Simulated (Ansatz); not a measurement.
# Sr: the cost of one run

Program: Ansatz 0.2.0. Level of theory: DFT PBEsol, scalar-relativistic, plane waves, PAW. These are calculated values, not measurements.

The COD cell was measured well above room temperature, so it is larger than a cold one.

### Step 1. The system as given

The structure is cubic, space group Im-3m (No. 229). The conventional cell has a = 4.850 Å, b = 4.850 Å, c = 4.850 Å, α = 90.00°, β = 90.00°, γ = 90.00°. Sr (site symmetry m-3m) is surrounded by 8 Sr at 4.20 Å.

Coordinates:

```xyz
1
Lattice="-2.4250 2.4250 2.4250 2.4250 -2.4250 2.4250 2.4250 2.4250 -2.4250" Properties=species:S:1:pos:R:3 pbc="T T T"
Sr    0.0000    0.0000    0.0000
```

The cell is taken as given, not relaxed at this level.

### Step 2. Zero of energy

The reference gives a free energy of -3492.1940 eV, pressure -1.12 GPa, largest force 0.000 eV/Å and gap on the mesh none (metal). It was computed beforehand with the settings of the runs below.

### Step 3. Next: a two-dimensional strain map

The cell is strained by p along both x and y and by q along z, with fractional coordinates fixed.

### Step 4. p = -0.030, q = -0.030

input.yaml reads:

```yaml
crystal:
  lattice:
    - [-2.35225, 2.35225, 2.35225]
    - [2.35225, -2.35225, 2.35225]
    - [2.35225, 2.35225, -2.35225]
  atoms:
    - { symbol: Sr, position: [0.0, 0.0, 0.0] }
basis:
  ecutwfc: 420
kpoints:
  mp_grid: { grid: [14, 14, 14] }
hamiltonian:
  xc: pbesol
scf:
  occupations: { method: gaussian, width: 0.15 }
output:
  forces: true
  stress: true
  eigenvalues: true
```

The run is started by

```console
$ ansatz run input.yaml --threads 1 --pin off --max-ram 2560MiB --backend cpu --events-out ev --progress --plain --runs-dir out
```

**Question.** How long does this run take on 1 thread of Arm Neoverse V1, shared host, and how much memory does it need?

About 3.1 s, with a peak of 0.32 GiB.
